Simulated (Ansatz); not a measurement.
I need a phonon calculation by linear response of ScB2, space group Fd-3m. Use Ansatz 0.2.0 through its Python package. Use: LDA, PAW, the default cutoff (420 eV here), 10×10×10 k-points, Fermi-Dirac smearing of 0.1 eV.

The script reads `scb2.extxyz`:
```text
6
Lattice="0.0 3.062986 3.062986 3.062986 0.0 3.062986 3.062986 3.062986 0.0" Properties=species:S:1:pos:R:3 pbc="T T T"
Sc    1.53149300    1.53149300    1.53149300
Sc    0.00000000    0.00000000    0.00000000
B     3.82873250    3.82873250    3.82873250
B     3.82873250    2.29723950    2.29723950
B     2.29723950    3.82873250    2.29723950
B     2.29723950    2.29723950    3.82873250
```

Script `scb2_dfpt.py`:
```python
"""Zone-centre and zone-boundary phonons of ScB2 by linear response."""

from pathlib import Path
import warnings

import ansatz as az
import numpy as np

params = {
    "functional": "lda",
    "kmesh": (10, 10, 10),
}

warnings.simplefilter("ignore", az.DeckWarning)

structure = az.Crystal.from_extxyz("scb2.extxyz")

base = (
    structure.calculation()
    .functional(params["functional"])
    .occupations(az.OccupationsMethod.FERMI_DIRAC, width=100 * az.meV)
    .pseudopotentials("paw")
    .kpoints(*params["kmesh"])
    .phonons("dfpt", points=[(0, 0, 0), (0, 0, 0.5)])
)
done = base.run(runs_dir="runs")
ph = done.phonons

for q in ph.qpoints:
    thz = np.asarray(q.omega_inv_cm) / 33.35641
    print("q = ({:.2f}, {:.2f}, {:.2f})".format(*q.q_frac), np.round(thz, 2) + 0.0, "THz")
```

```console
$ python scb2_dfpt.py
q = (0.00, 0.00, 0.00) [-7.52 -7.52 -7.52 -7.36  0.    0.    0.    6.49  6.49 10.57 10.57 10.57
 12.3  12.3  12.3  14.97 14.97 14.97] THz
q = (0.00, 0.00, 0.50) [-6.87 -6.5  -6.5   4.84  6.26  6.26  7.55  7.64  7.64  9.91 11.8  12.03
 12.03 12.88 12.88 14.5  14.5  15.3 ] THz
```

What to keep in mind:
- The cell isn't relaxed first, so the values belong to this volume.
- A negative frequency stands for an imaginary mode.
- This cell is a computed structure, which may not be the phase found in nature.
- The structure is taken as given; imaginary modes can come from an unrelaxed or unstable start. Phonons of metals also depend on mesh and smearing.
- Wall time of the script: 8.5 min on 1 thread of Arm Neoverse N1, on a shared host, peak memory 1.7 GiB.
